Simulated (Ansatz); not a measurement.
Crystal: NiMoIrPdW.

```
Ni Mo Pd Ir W
1.0
     2.34460   -1.43138    0.00906
     2.34460    1.43138    0.00906
    -2.20600    0.00000   10.92374
Ni Mo Pd Ir W
1 1 1 1 1
Direct
  0.49838 0.49838 0.29525
  0.31773 0.31773 0.91207
  0.24733 0.24733 0.49061
  0.74982 0.74982 0.10802
  0.68673 0.68673 0.69406
```

The cell was built by a generator and needn't be a form met in nature.

Base run:

* Program: Ansatz 0.2.0
* Functional: PBEsol
* Potentials or basis: Ansatz PAW
* Cutoff: 420 eV (not typed: the program's choice for these potentials)
* k mesh: 11 × 11 × 3
* Occupations: fermi-dirac, width 0.05 eV
* Spin: collinear spin, ferromagnetic start
* Starting moments: [1.0, 1.0, 0.0, 0.6, 0.0] μB

Its results: band gap on the k mesh none (metal or under the smearing width); pressure -9.1 GPa; net moment 0.00 μB per cell; largest force 0.063 eV/Å.

Task: The run is repeated on the same cell with these changes: functional from PBEsol to PBE. What comes out?

Result: Band gap on the k mesh none (metal or under the smearing width); pressure 0.0 GPa; net moment 0.00 μB per cell; largest force 0.082 eV/Å.

PBE binds less tightly than PBEsol, so the same cell stands under more pressure.

Caveats: spin-orbit coupling is left out, which moves the levels of the heavy elements; the starting moments weren't kept; the PAW data sets come from PBE, with cores solved anew for the run's functional, which leaves a small shift of forces and pressure (some runs).
